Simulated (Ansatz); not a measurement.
Run this with Ansatz's Python interface and show what comes out.

The script reads `brfh2ssi.xyz`:
```text
6

F    -0.03140   -1.56970   -0.75140
Si   -0.20590    0.03300   -0.42490
S     0.28100    0.32100    1.61640
Br   -2.19950    0.72400   -0.77020
H     0.74500    0.79340   -1.29170
H     1.45300   -0.36560    1.57560
```

Script `brfh2ssi.py`:
```python
"""Harmonic frequencies of BrFH2SSi at its relaxed geometry."""

import ansatz as az
from ase import Atoms
from ase.thermochemistry import IdealGasThermo
import numpy as np

geometry = az.Crystal.molecule_from_extxyz("brfh2ssi.xyz")

base = geometry.calculation().basis(gaussian="def2-SVP").functional("b3lyp", dispersion="d4")
symbols = [site.symbol for site in geometry.cartesian_sites]
start = np.array([site.position_ang for site in geometry.cartesian_sites], dtype=float)
r = base.relax(force_tolerance=0.003, max_steps=100).run(threads=1, pin="off").report
end = np.array(r["positions_ang"])

print("final positions (A) and the move of each atom")
for symbol, xyz, old in zip(symbols, end, start):
    print(f"{symbol:2s} {xyz[0]:10.5f} {xyz[1]:10.5f} {xyz[2]:10.5f}   {np.linalg.norm(xyz - old):7.4f}")

# frequencies need a stationary point, so they are taken at the relaxed geometry
minimum = az.Crystal.molecule()
for symbol, place in zip(symbols, end):
    minimum = minimum.atom(symbol, place.tolist())
vibrating = (
    minimum.calculation()
    .basis(gaussian="def2-SVP")  # atom-centred Gaussian functions
    .functional("b3lyp", dispersion="d4")
    .phonons(temperatures=(298.15, 498.15, 100))
)
vib = vibrating.run(threads=1, pin="off").report["vibrations"]
sums = vib["harmonic_sums"]
modes = [m["omega_inv_cm"] for m in sums["modes_at_gamma"] if m["rigid_motion"] == "no"]
for number, w in enumerate(modes, start=1):
    print(f"mode {number:2d} {w:9.1f} 1/cm {w / 8065.544 * 1000:8.2f} meV")
print("imaginary modes:", sum(w < 0 for w in modes), " zero-point energy:", round(sums["zero_point_energy_ev"], 4), "eV")
# rigid rotor and ideal gas, symmetry number taken as one
gas = IdealGasThermo(vib_energies=[w / 8065.544 for w in modes if w > 0], geometry="linear" if len(modes) == 3 * len(symbols) - 5 else "nonlinear",
                     atoms=Atoms(symbols, positions=end), symmetrynumber=1, spin=0.0)
print(f"H(298 K) - E = {gas.get_enthalpy(298.15, verbose=False):.4f} eV")
print(f"S(298 K, 1 bar) = {96485.33 * gas.get_entropy(298.15, 1e5, verbose=False):.1f} J/(mol K) with symmetry number 1")
```

```console
$ python brfh2ssi.py
final positions (A) and the move of each atom
F    -0.09643   -1.55943   -0.84061    0.1109
Si   -0.16260    0.00227   -0.41095    0.0549
S     0.22516    0.23273    1.67085    0.1178
Br   -2.22072    0.75142   -0.75023    0.0400
H     0.79308    0.71751   -1.28362    0.0902
H     1.50371   -0.20840    1.56835    0.1653
mode  1     134.8 1/cm    16.71 meV
mode  2     155.6 1/cm    19.29 meV
mode  3     222.7 1/cm    27.61 meV
mode  4     272.6 1/cm    33.80 meV
mode  5     425.4 1/cm    52.74 meV
mode  6     538.9 1/cm    66.81 meV
mode  7     711.0 1/cm    88.15 meV
mode  8     807.5 1/cm   100.12 meV
mode  9     842.2 1/cm   104.42 meV
mode 10     912.0 1/cm   113.07 meV
mode 11    2282.2 1/cm   282.95 meV
mode 12    2651.2 1/cm   328.70 meV
imaginary modes: 0  zero-point energy: 0.6172 eV
H(298 K) - E = 0.8035 eV
S(298 K, 1 bar) = 337.3 J/(mol K) with symmetry number 1
```

Notes:
- The frequencies are harmonic and unscaled, in a modest basis.
- b3lyp holds the VWN-RPA fit, as in Gaussian; the form of ORCA and Turbomole is b3lyp5.
- The result belongs to the one conformer reached from this start, and soft torsions count as harmonic oscillators.
- The entropy takes a symmetry number of 1; a symmetric molecule's is lower by R ln(sigma).
- Hardware and time: 4 min on 1 thread of Arm Neoverse N1 (shared host), peak memory 0.32 GiB.
